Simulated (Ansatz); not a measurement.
# BH₆NSn, SMILES N[BH][SnH3]: harmonic frequencies at the relaxed geometry

With Ansatz 0.2.0 through its Python package.

At the Python prompt:
```pycon
>>> import warnings
>>> import ansatz as az
>>> import numpy as np
>>> GEOMETRY = """
... N    -0.97660    0.86580   -1.13260
... B     0.30080    0.46560   -0.55680
... Sn    0.30860   -0.95230    1.12990
... H    -0.93100    0.67600   -2.16300
... H    -1.05210    1.94570   -1.09850
... H     1.31870    0.89600   -1.00270
... H     2.02810   -1.27040    1.60370
... H    -0.39500   -2.43210    0.65930
... H    -0.51300   -0.24080    2.54370
... """
>>> warnings.simplefilter("ignore", az.DeckWarning)
>>> bh6nsn = az.Crystal.molecule()
>>> for line in GEOMETRY.strip().splitlines():
...     symbol, *xyz = line.split()
...     bh6nsn = bh6nsn.atom(symbol, [float(v) for v in xyz])
...
>>> model = (
...     bh6nsn.calculation()
...     .basis(gaussian="def2-SVP")
...     .functional("b3lyp")
... )
>>> symbols = [site.symbol for site in bh6nsn.cartesian_sites]
>>> start = np.array([site.position_ang for site in bh6nsn.cartesian_sites], dtype=float)
>>> r = model.relax(force_tolerance=0.003, max_steps=100).run(threads=1, backend="cpu").report

>>> end = np.array(r["positions_ang"])
>>> print("bond        before    after (A)")
bond        before    after (A)
>>> for i, j in [(0, 1), (0, 3), (0, 4), (1, 2), (1, 5), (2, 6), (2, 7), (2, 8)]:
...     d0, d1 = (np.linalg.norm(xyz[i] - xyz[j]) for xyz in (start, end))
...     print(f"{symbols[i]}{i}-{symbols[j]}{j}".ljust(10), f"{d0:8.4f} {d1:8.4f}")
...
N0-B1        1.4572   1.3877
N0-H3        1.0487   1.0162
N0-H4        1.0831   1.0146
B1-Sn2       2.2035   2.2720
B1-H5        1.1917   1.2079
Sn2-H6       1.8117   1.7263
Sn2-H7       1.7048   1.7263
Sn2-H8       1.7833   1.7333
>>> minimum = az.Crystal.molecule()
>>> for symbol, xyz in zip(symbols, end):
...     minimum = minimum.atom(symbol, xyz.tolist())
...
>>> vibrating = (
...     minimum.calculation()
...     .basis(gaussian="def2-SVP")
...     .functional("b3lyp")
...     .phonons(temperatures=(200, 600, 100))
... )
>>> vib = vibrating.run(threads=1, backend="cpu").report["vibrations"]
>>> sums = vib["harmonic_sums"]
>>> modes = [m["omega_inv_cm"] for m in sums["modes_at_gamma"] if m["rigid_motion"] == "no"]
>>> for number, w in enumerate(modes, start=1):
...     print(f"mode {number:2d} {w:9.1f} 1/cm {w / 8065.544 * 1000:8.2f} meV")
...
mode  1      83.9 1/cm    10.41 meV
mode  2     182.2 1/cm    22.59 meV
mode  3     327.5 1/cm    40.61 meV
mode  4     377.4 1/cm    46.80 meV
mode  5     501.8 1/cm    62.22 meV
mode  6     562.7 1/cm    69.77 meV
mode  7     651.5 1/cm    80.78 meV
mode  8     695.2 1/cm    86.19 meV
mode  9     738.5 1/cm    91.57 meV
mode 10     739.8 1/cm    91.72 meV
mode 11     878.7 1/cm   108.94 meV
mode 12     912.2 1/cm   113.10 meV
mode 13    1126.3 1/cm   139.64 meV
mode 14    1345.4 1/cm   166.81 meV
mode 15    1604.4 1/cm   198.92 meV
mode 16    1849.1 1/cm   229.26 meV
mode 17    1873.0 1/cm   232.22 meV
mode 18    1873.9 1/cm   232.34 meV
mode 19    2597.5 1/cm   322.05 meV
mode 20    3556.7 1/cm   440.97 meV
mode 21    3649.1 1/cm   452.43 meV
>>> print("imaginary modes:", sum(w < 0 for w in modes), " zero-point energy:", round(sums["zero_point_energy_ev"], 4), "eV")
imaginary modes: 0  zero-point energy: 1.6197 eV
>>> print("T (K)   F_vib (eV)   S_vib (meV/K)   C_vib (meV/K)")
T (K)   F_vib (eV)   S_vib (meV/K)   C_vib (meV/K)
>>> for row in zip(sums["temperatures_k"], sums["vibrational_free_energy_ev"], vib["entropy_ev_per_k"], vib["heat_capacity_ev_per_k"]):
...     print(f"{row[0]:6.1f} {row[1]:11.4f} {1000 * row[2]:13.4f} {1000 * row[3]:15.4f}")
...
 200.0      1.5964        0.2866          0.3901
 300.0      1.5578        0.4887          0.6156
 400.0      1.4987        0.6917          0.7975
 500.0      1.4197        0.8858          0.9427
 600.0      1.3219        1.0685          1.0605
```

Reading the output:
- The frequencies are harmonic and unscaled, in a modest basis. The result belongs to the one conformer reached from this start, and soft torsions count as harmonic oscillators.
- def2 sets replace the cores of elements past krypton by effective core potentials.
- b3lyp holds the VWN-RPA fit, as in Gaussian; the form of ORCA and Turbomole is b3lyp5.
- Hardware and time: 3 min on 1 thread of Arm Neoverse V2, on a shared host, peak memory 0.25 GiB.

(Lines on the test bed's own set-up are left out of the output.)
